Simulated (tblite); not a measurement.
# C3H9OSeSi: the cost of one run

Computed with tblite 0.8.0 and PySCF 2.14.0, with density-fitted response routines of our own, on a single molecule in the gas phase. Atoms count from 0, in the outputs and in this text.

### Step 1. Starting geometry

15 atoms, charge 0, multiplicity 2; geometry from: force field or distance geometry start.

Bonds of the start (Å): C0–C1 1.55, C1–O2 1.37, C1–C3 1.48, C3–Si4 1.86, Si4–Se5 2.27, C0–H6 1.13, C0–H7 1.13, C1–H8 1.11, O2–H9 1.00, C3–H10 1.10, C3–H11 1.13, Si4–H12 1.47, Si4–H13 1.47, Se5–H14 1.52.

### Step 2. Geometry optimisation with GFN2-xTB

Job settings and geometry (Å):

```
{"job": {"kind": "relax", "xc": "GFN2-xTB", "basis": "xTB"}, "charge": 0, "multiplicity": 2}
C      1.776800     0.307300     0.090500
C      0.882500     0.207300    -1.167000
O      0.273400     1.414300    -1.407000
C     -0.022500    -0.959900    -1.026100
Si    -1.163100    -0.903300     0.442200
Se    -1.899500     1.183900     0.926900
H      2.377800     1.262200     0.028400
H      1.119000     0.392400     1.010600
H      1.585100     0.008700    -2.003100
H      0.994300     2.102900    -1.320800
H     -0.617000    -1.149400    -1.934400
H      0.619700    -1.882500    -0.877700
H     -0.550200    -1.500600     1.634800
H     -2.348500    -1.718000     0.133000
H     -3.032000     1.242900     1.942200
```

Command:

```console
$ OMP_NUM_THREADS=1 python probes_run.py task.json out
```

This one command runs all jobs of the session in turn.

Q: Estimate the wall time and peak memory of this first job on 1 thread of AMD EPYC, shared host.

About 2.2 s, with a peak of 0.18 GiB.
